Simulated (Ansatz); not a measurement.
CrF2O2, SMILES [O]=[Cr](=[O])([F])[F]: vertical spin-state energies, run with Ansatz's Python interface.

`crf2o2_spin.py`
```python
import ansatz as az

GEOMETRY = '''
O    -0.76650   -0.64380    1.64330
Cr   -0.02170    0.05130   -0.02670
O     1.66470   -0.83380   -0.16840
F    -1.43090   -0.57940   -1.36200
F     0.60420    1.93210   -0.12770
'''


def main() -> None:
    geometry = az.Crystal.molecule()
    for line in GEOMETRY.strip().splitlines():
        symbol, *xyz = line.split()
        geometry = geometry.atom(symbol, [float(v) for v in xyz])

    setup = (
        geometry.calculation()
        .basis(gaussian='def2-SVP')
        .functional('hf')
    )
    found = {}
    for unpaired in [0, 2, 4]:
        rep = setup.spin('collinear', total=unpaired).run(threads=1, backend='cpu').report
        s = unpaired / 2
        found[unpaired] = rep['free_energy_ev']
        print(f'2S+1 = {unpaired + 1}: E = {found[unpaired]:.5f} eV, <S^2> = {abs(rep["mean_field"]["state"]["spin_squared"]):.3f} (pure state {s * (s + 1):.2f})')
    lowest = min(found, key=found.get)
    for unpaired, e in found.items():
        print(f'multiplicity {unpaired + 1}: {(e - found[lowest]):.3f} eV above the lowest')


if __name__ == '__main__':
    main()
```

Which spin state is lowest at this geometry, and how far above lie the others?

In order: multiplicity 1 (+0.00 eV), multiplicity 5 (+0.52 eV) and multiplicity 3 (+0.98 eV), all at the one geometry.

What the script printed:

```console
$ python crf2o2_spin.py
2S+1 = 1: E = -37861.60303 eV, <S^2> = 3.780 (pure state 0.00)
2S+1 = 3: E = -37860.62786 eV, <S^2> = 4.007 (pure state 2.00)
2S+1 = 5: E = -37861.08422 eV, <S^2> = 7.894 (pure state 6.00)
multiplicity 1: 0.000 eV above the lowest
multiplicity 3: 0.975 eV above the lowest
multiplicity 5: 0.519 eV above the lowest
```

Notes:
- Total energies depend on the basis set; only differences at equal settings carry meaning.
- The geometry is a force-field or estimated start, not a minimum of this method, and the basis set is short of its limit. All parts are taken at fixed geometry, without zero-point energy.
- The expectation value of S² is noticeably off S(S+1) in at least one run, so that state is spin-contaminated.
- Hartree-Fock leaves correlation out, so it favours high-spin states too much.
- Finished in 92 s on 1 thread of AMD EPYC 9R45 (Zen 5), on a shared host, peak memory 0.36 GiB.
